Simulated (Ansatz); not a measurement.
# ZnO (P6_3mc): all-electron equation of state in Python

Wanted for ZnO (P6_3mc): an all-electron equation of state.

Computed with Ansatz 0.2.0, driven from Python. Level of theory: DFT PBE, all-electron LAPW.

## 1. The system

The structure is hexagonal, space group P6_3mc (No. 186). Conventional cell: a = 3.249 Å, b = 3.249 Å, c = 5.206 Å, α = 90.00°, β = 90.00°, γ = 120.00°. Around Zn (site symmetry 3m) lie 4 O at 1.97 to 1.98 Å. Around O (site symmetry 3m) lie 4 Zn at 1.97 to 1.98 Å.

No structure file is read: the coordinates are typed or built in the script.

## 2. The script

Contents of eos_lapw.py:

```python
'''All-electron equation of state of ZnO.'''

import ansatz as az
from ase.eos import EquationOfState
from ase.units import GPa
import numpy as np

VECTORS = np.array([
    [3.249308, 0.0, 0.0],
    [-1.624654, 2.813983, 0.0],
    [0.0, 0.0, 5.205709],
])
SITES = [
    ('Zn', (1 / 3, 2 / 3, 0.5)),
    ('Zn', (2 / 3, 1 / 3, 0.0)),
    ('O', (2 / 3, 1 / 3, 0.37901)),
    ('O', (1 / 3, 2 / 3, 0.87901)),
]


def crystal_on(cell):
    crystal = az.Crystal(lattice=az.Lattice.of(cell))
    for symbol, position in SITES:
        crystal = crystal.atom(symbol, position)
    return crystal


def main() -> None:
    volumes, energies = [], []
    for scale in np.linspace(0.94, 1.06, 5):
        cell = VECTORS * scale ** (1 / 3)
        model = crystal_on(cell).calculation()
        model = model.functional('pbe')
        model = model.occupations(az.OccupationsMethod.FIXED).kpoints(12, 12, 4)
        model = model.pseudopotentials('all_electron', lapw=True)
        data = model.run().report
        volumes.append(abs(np.linalg.det(cell)) / len(SITES))
        energies.append(data['free_energy_ev'] / len(SITES))
        print(f'{scale:.3f} {volumes[-1]:9.4f} A^3/atom {energies[-1]:16.5f} eV/atom  (estimated basis error {1000 * data["lapw_basis_errors"]["total_ev_per_atom"]:.2f} meV/atom)')
    v0, e0, bulk = EquationOfState(volumes, energies, eos='birchmurnaghan').fit()
    print(f'V0 = {v0:.4f} A^3/atom, B0 = {bulk / GPa:.1f} GPa')


if __name__ == '__main__':
    main()
```

## 3. The input behind the calls

The package turns the script's settings into the engine's input (first run):

```yaml
crystal:
  lattice:
    - [3.182976979738344, 0.0, 0.0]
    - [-1.591488489869172, 2.756538656961742, 0.0]
    - [0.0, 0.0, 5.099440222415577]
  atoms:
    - { symbol: Zn, position: [0.3333333333333333, 0.6666666666666666, 0.5] }
    - { symbol: Zn, position: [0.6666666666666666, 0.3333333333333333, 0.0] }
    - { symbol: O, position: [0.6666666666666666, 0.3333333333333333, 0.37901] }
    - { symbol: O, position: [0.3333333333333333, 0.6666666666666666, 0.87901] }
kpoints:
  mp_grid:
    grid: [12, 12, 4]
hamiltonian:
  xc: pbe
  pseudopotentials:
    kind: all_electron
    lapw: {}
scf:
  occupations:
    method: fixed
```

## 4. Launch

Started as:

```sh
$ python eos_lapw.py
```

The log of the run:

```text
0.940   11.1856 A^3/atom     -25460.84279 eV/atom  (estimated basis error 0.11 meV/atom)
0.970   11.5426 A^3/atom     -25460.87060 eV/atom  (estimated basis error 0.11 meV/atom)
1.000   11.8996 A^3/atom     -25460.88662 eV/atom  (estimated basis error 0.11 meV/atom)
1.030   12.2566 A^3/atom     -25460.89259 eV/atom  (estimated basis error 0.11 meV/atom)
1.060   12.6136 A^3/atom     -25460.88999 eV/atom  (estimated basis error 0.11 meV/atom)
V0 = 12.3182 A^3/atom, B0 = 129.0 GPa
```

It took 9.1 min on 1 thread of Intel Xeon Platinum 8259CL at 2.50GHz (Skylake/Cascade Lake), shared host; peak memory 0.71 GiB.

## 5. What changed from run to run

The engine's inputs for some of the other runs:

Run 2, against run 1:

```diff
@@ -3,3 +3,3 @@
-    - [3.182976979738344, 0.0, 0.0]
-    - [-1.591488489869172, 2.756538656961742, 0.0]
-    - [0.0, 0.0, 5.099440222415577]
+    - [3.21648446293659, 0.0, 0.0]
+    - [-1.608242231468295, 2.7855569858159623, 0.0]
+    - [0.0, 0.0, 5.153122485485885]
```

Run 4, against run 1:

```diff
@@ -3,3 +3,3 @@
-    - [3.182976979738344, 0.0, 0.0]
-    - [-1.591488489869172, 2.756538656961742, 0.0]
-    - [0.0, 0.0, 5.099440222415577]
+    - [3.2814814587316103, 0.0, 0.0]
+    - [-1.6407407293658052, 2.841846029888811, 0.0]
+    - [0.0, 0.0, 5.257254025488588]
```

Run 5, against run 1:

```diff
@@ -3,3 +3,3 @@
-    - [3.182976979738344, 0.0, 0.0]
-    - [-1.591488489869172, 2.756538656961742, 0.0]
-    - [0.0, 0.0, 5.099440222415577]
+    - [3.3130361007990867, 0.0, 0.0]
+    - [-1.6565180503995434, 2.8691731488781356, 0.0]
+    - [0.0, 0.0, 5.307807646198733]
```

## 6. What each run gave

The 5 runs, in the order started:

```
run  volume (Å³/atom)  energy from run 4 (meV/atom)  gap on the mesh (eV)  SCF cycles  CPU time (s)
  1            11.186                         49.81                  0.91           9           120
  2            11.543                         22.00                  0.87           9            99
  3            11.900                          5.97                  0.82           9           100
  4            12.257                          0.00                  0.78           9           110
  5            12.614                          2.61                  0.73           9           110
```

## 7. Outcome

| quantity | value |
| --- | --- |
| runs compared | 5 |
| range of energy | 49.81 meV/atom |
| lowest point, volume (Å³/atom) | 12.257 |
| equilibrium volume (fit) | 12.32 Å³/atom |
| bulk modulus (fit) | 129 GPa |

What this shows: A third-order Birch-Murnaghan fit through the 5 points has its minimum at 12.32 Å³ an atom, 3.5 % above the typed cell, with a bulk modulus of 129 GPa and dB/dP = 4.4. From that minimum the energy rises by 49.9 meV an atom on the compressed side and 2.7 meV on the expanded side. The window is off centre, so dB/dP is rough. Reading the output:
- All-electron totals depend on functional, relativistic treatment and basis; only differences at equal settings carry meaning.
- Shape and fractional positions are held along the curve, so the bulk modulus is an upper value where they are free to relax.
